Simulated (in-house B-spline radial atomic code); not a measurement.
**Hg⁵⁺: excited configurations**

Wanted: excitation energies of Hg⁵⁺ as differences of total energies (ΔSCF).

Method: scalar-relativistic (spin-free one-electron X2C) OLYP, spin-polarised, spherical fractional occupations, Fermi nucleus, basis-set limit. Code: in-house B-spline radial atomic code version 1.

## (1) The atom as given

* element: mercury (Z = 80)
* charge: +5
* electrons: 75
* configuration: [Xe] 4f14 5d7
* Hamiltonian: scalar-relativistic (X2C)
* nucleus: Fermi, rms radius 5.465 fm

The outer shells:

[Xe] 4f14 5d7
```
[Xe] core
4f [↑↓][↑↓][↑↓][↑↓][↑↓][↑↓][↑↓]
5d [↑↓][↑↓][↑ ][↑ ][↑ ]
```

Where spins are not typed, each open shell is filled with up spins first.

Settings, as recorded:

```ini
Z = 80
electrons = 75.0
configuration = [Xe] 4f14 5d7
hamiltonian = x2c
method = optx,lyp
spin_polarised = True
nucleus = fermi
rms_radius = 5.4648
mass_number = 202
atomic_mass = 201.970643604
speed_of_light = 137.035999084
```

From the earlier run of the reference: total energy -19626.244429 hartree. Levels, eight at most:

```
orbital  occupation  energy (eV)  <r> (bohr)
  5s up           1      -186.79      0.8961
5s down           1      -184.81      0.8927
  4f up           7      -165.98      0.4812
4f down           7      -165.53      0.4800
  5p up           3      -135.14       1.016
5p down           3      -132.73       1.012
  5d up           5      -74.233       1.291
5d down           2      -71.498       1.297
```

## (2) 1s2 2s2 2p6 3s2 3p6 3d10 4s2 4p6 4d10 4f6,7 5s2 5p6 5d2,5 6p0,1

In configurations, two counts after a shell (as in p1,2) give the electrons with spin up and with spin down.

Settings, as recorded:

```ini
Z = 80
electrons = 75.0
configuration = 1s2 2s2 2p6 3s2 3p6 3d10 4s2 4p6 4d10 4f6,7 5s2 5p6 5d2,5 6p0,1
hamiltonian = x2c
method = optx,lyp
spin_polarised = True
nucleus = fermi
rms_radius = 5.4648
mass_number = 202
atomic_mass = 201.970643604
speed_of_light = 137.035999084
```

## (3) 1s2 2s2 2p6 3s2 3p6 3d10 4s2 4p6 4d10 4f6,7 5s2 5p6 5d3,5

The settings differ from step 2 so:

```diff
@@ -2,3 +2,3 @@
 electrons = 75.0
-configuration = 1s2 2s2 2p6 3s2 3p6 3d10 4s2 4p6 4d10 4f6,7 5s2 5p6 5d2,5 6p0,1
+configuration = 1s2 2s2 2p6 3s2 3p6 3d10 4s2 4p6 4d10 4f6,7 5s2 5p6 5d3,5
 hamiltonian = x2c
```

## (4) Configuration 1s2 2s2 2p6 3s2 3p6 3d10 4s2 4p6 4d10 4f14 5s2 5p6 5d4,3

The settings differ from step 3 so:

```diff
@@ -2,3 +2,3 @@
 electrons = 75.0
-configuration = 1s2 2s2 2p6 3s2 3p6 3d10 4s2 4p6 4d10 4f6,7 5s2 5p6 5d3,5
+configuration = 1s2 2s2 2p6 3s2 3p6 3d10 4s2 4p6 4d10 4f14 5s2 5p6 5d4,3
 hamiltonian = x2c
```

## (5) 1s2 2s2 2p6 3s2 3p6 3d10 4s2 4p6 4d10 4f14 5s2 5p6 5d3,4

The settings differ from step 4 so:

```diff
@@ -2,3 +2,3 @@
 electrons = 75.0
-configuration = 1s2 2s2 2p6 3s2 3p6 3d10 4s2 4p6 4d10 4f14 5s2 5p6 5d4,3
+configuration = 1s2 2s2 2p6 3s2 3p6 3d10 4s2 4p6 4d10 4f14 5s2 5p6 5d3,4
 hamiltonian = x2c
```

How far above the reference does each configuration lie (order and size, in eV)?

**Answer**, as computed:

| net move | configuration | 2|M_S|+1 | energy above the reference (eV) | largest <r> (bohr) |
| --- | --- | --- | --- | --- |
| same shells, spins typed | 1s2 2s2 2p6 3s2 3p6 3d10 4s2 4p6 4d10 4f14 5s2 5p6 5d3,4 | 2 | 1.831 | 1.29 |
| same shells, spins typed | 1s2 2s2 2p6 3s2 3p6 3d10 4s2 4p6 4d10 4f14 5s2 5p6 5d4,3 | 2 | 1.831 | 1.29 |
| 4f → 5d, spins typed | 1s2 2s2 2p6 3s2 3p6 3d10 4s2 4p6 4d10 4f6,7 5s2 5p6 5d3,5 | 4 | 98.808 | 1.27 |
| 4f → 6p, spins typed | 1s2 2s2 2p6 3s2 3p6 3d10 4s2 4p6 4d10 4f6,7 5s2 5p6 5d2,5 6p0,1 | 6 | 128.00 | 2.27 |

The lowest of them is same shells, spins typed at 1.831 eV and the highest 4f → 6p, spins typed at 128.00 eV. 1 of them lies more than 60 % above minus the reference's highest level (71.498 eV), in the range where a state can decay by emitting an electron. The reference has 2|M_S|+1 = 4; 3 of the configurations differ from it in spin. These are spherical averages at the typed spins, not spectroscopic levels.
